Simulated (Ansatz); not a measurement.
# SnO: properties at the relaxed cell

The task here is to estimate one member of a computed series from the others.

Program: Ansatz 0.2.0. Level of theory: DFT PBE, scalar-relativistic, plane waves, PAW. These are calculated values, not measurements.

2 further runs of the same task are left out: 2 set aside as unsound or not needed.

## The structure to begin with

The structure is tetragonal, space group P4/nmm (No. 129). Conventional cell: a = 3.868 Å, b = 3.868 Å, c = 5.065 Å, α = 90.00°, β = 90.00°, γ = 90.00°. Sn (site symmetry 4mm) is surrounded by 4 O at 2.25 Å. O (site symmetry -4m2) is surrounded by 4 Sn at 2.25 Å.

As a file:

```xyz
4
Lattice="3.8684 0.0000 0.0000 0.0000 3.8684 0.0000 0.0000 0.0000 5.0650" Properties=species:S:1:pos:R:3 pbc="T T T"
Sn    1.9342    0.0000    1.1590
Sn    0.0000    1.9342    3.9061
O     0.0000    0.0000    0.0000
O     1.9342    1.9342    0.0000
```

It is the result of an earlier relaxation at this level (volume 18.95 Å³/atom; gap on the mesh: 0.50 eV).

Set-up of the first run:

Contents of input.yaml:

```yaml
crystal:
  lattice:
    - [3.8684423518, 0.0, 0.0]
    - [0.0, 3.8684423518, 0.0]
    - [0.0, 0.0, 5.0650221773]
  atoms:
    - { symbol: Sn, position: [0.5, 0.0, 0.2288152407] }
    - { symbol: Sn, position: [0.0, 0.5, 0.7711847593] }
    - { symbol: O, position: [0.0, 0.0, 0.0] }
    - { symbol: O, position: [0.5, 0.5, 0.0] }
basis:
  ecutwfc: 420
kpoints:
  mp_grid: { grid: [10, 10, 8] }
  band_path:
    path:
      - [[0.0, 0.0, 0.0], [0.0, 0.5, 0.0], [0.5, 0.5, 0.0], [0.0, 0.0, 0.0], [0.0, 0.0, 0.5], [0.0, 0.5, 0.5], [0.5, 0.5, 0.5], [0.0, 0.0, 0.5]]
      - [[0.0, 0.5, 0.0], [0.0, 0.5, 0.5]]
      - [[0.5, 0.5, 0.0], [0.5, 0.5, 0.5]]
    npoints: 14
hamiltonian:
  xc: pbe
scf:
  occupations: { method: gaussian, width: 0.02 }
  n_extra_bands: 10
output:
  forces: true
  stress: true
  eigenvalues: true
  populations: true
  dos: { projected: true, de: 0.02, nscf_kmesh: { grid: [15, 15, 12] } }
  bader: true
  write_density: true
  write_potential: true
  elf: true
  volumetric_format: npy
```

Run with:

```
$ ansatz run input.yaml --threads 1 --pin off --max-ram 2560MiB --backend cpu --events-out ev --progress --plain --runs-dir out
```

Steps of the session up to this table: Bands, states and charges; Seeking the band edges over the whole zone; Eigenvalues a small step from each edge; Volume × 0.97; Volume × 1.03; Volume × 0.94; Volume × 1.06.

One of the session's tables, all rows but one given; the rest of the session is left out.

| volume (Å³/atom) | energy above the lowest point (meV/atom) | pressure (GPa) | gap on the mesh (eV) |
| --- | --- | --- | --- |
| 17.812 | 5.3 | 1.70 | 0.10 |
| 18.381 | ? | ? | ? |
| 18.949 | 0.0 | 0.01 | 0.50 |
| 19.518 | 0.8 | -0.44 | 0.69 |
| 20.086 | 2.9 | -0.74 | 0.89 |

Q: Estimate the row for volume (Å³/atom) = 18.381 from the others.

Worked estimate for «energy above the lowest point (meV/atom)». A straight line through the neighbours (17.812, 5.3) and (18.949, 0.0) gives 5.3 + (0.0 − 5.3) × (18.381 − 17.812) / (18.949 − 17.812) = 2.6; a parabola fitted to 3 rows on both sides gives 1.5.

The run gave: energy above the lowest point (meV/atom): 1.2; pressure (GPa): 0.77; gap on the mesh (eV): 0.29. In «energy above the lowest point (meV/atom)» the line misses by +1.4 and the parabola by +0.3.

To keep in mind: Layers here are held mostly by dispersion, which this level lacks, so their spacing and the stiffness across them are unreliable there.
